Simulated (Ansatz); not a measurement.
Crystal: CsLiCr2Te2S3.

```
Cs Li Cr Te S
1.0
     3.60358    0.00000    0.00000
    -1.80179    3.12079    0.00000
     0.00000    0.00000   19.06651
Cs Li Cr Te S
1 1 2 2 3
Cartesian
  0.0000 0.0000 7.1307
  1.8018 1.0403 0.3064
  0.0000 0.0000 16.5187
  0.0000 2.0805 3.2095
  0.0000 2.0805 10.2751
  1.8018 1.0403 14.7338
  0.0000 0.0000 1.9124
  0.0000 2.0805 17.7166
  1.8018 1.0403 4.4631
```

The cell was built by a generator and needn't be a form met in nature.

```yaml
Program: Ansatz 0.2.0
Task: relaxation of cell and atoms
Functional: RPBE
Potentials_or_basis: Ansatz PAW
Cutoff: "420 eV (not typed: the program's choice for these potentials)"
k_mesh: 6 × 6 × 1
Occupations: fermi-dirac, width 0.05 eV
Spin: collinear spin, ferromagnetic start
Starting_moments: "[0.0, 0.0, 3.0, 3.0, 0.0, 0.0, 0.0, 0.0, 0.0] μB"
```

At the start: volume 23.82 Å³/atom.

Problem. Where does the relaxation end?

Solution. It ends after 11 steps and the volume is 26.54 Å³/atom (+11.4 %); space group P3m1 (No. 156, to 0.05 Å); moment 5.73 μB per cell.

Step by step:
```tsv
step	energy change (eV)	largest force (eV/Å)	volume (Å³)
1	0.0000	0.1369	214.42
2	-0.0628	0.1782	225.61
3	-0.0725	0.0504	229.63
4	-0.0755	0.0315	232.56
5	-0.0766	0.0226	234.56
6	-0.0766	0.0072	235.10
7	-0.0812	0.0075	235.10
8	-0.0815	0.0070	236.85
9	-0.0815	0.0050	238.42
10	-0.0815	0.0026	238.87
11	-0.0819	0.0025	238.87
```

Final structure:
```
Cs Li Cr Te S
1.0
     3.66099    0.00000    0.00000
    -1.83049    3.17051    0.00000
     0.00000    0.00000   20.57908
Cs Li Cr Te S
1 1 2 2 3
Direct
  0.00000 0.00000 0.35785
  0.66667 0.33333 0.02212
  0.00000 0.00000 0.88087
  0.33333 0.66667 0.16486
  0.33333 0.66667 0.51234
  0.66667 0.33333 0.79447
  0.00000 0.00000 0.10168
  0.33333 0.66667 0.93977
  0.66667 0.33333 0.22605
```

Caveat: the plane-wave basis is chosen anew once the cell has moved, so the energies of steps on either side of that aren't comparable; only a ferromagnetic start was run, and an antiferromagnetic order may lie lower in energy; the PAW data sets come from PBE, with cores solved anew for the run's functional, which leaves a small shift of forces and pressure.
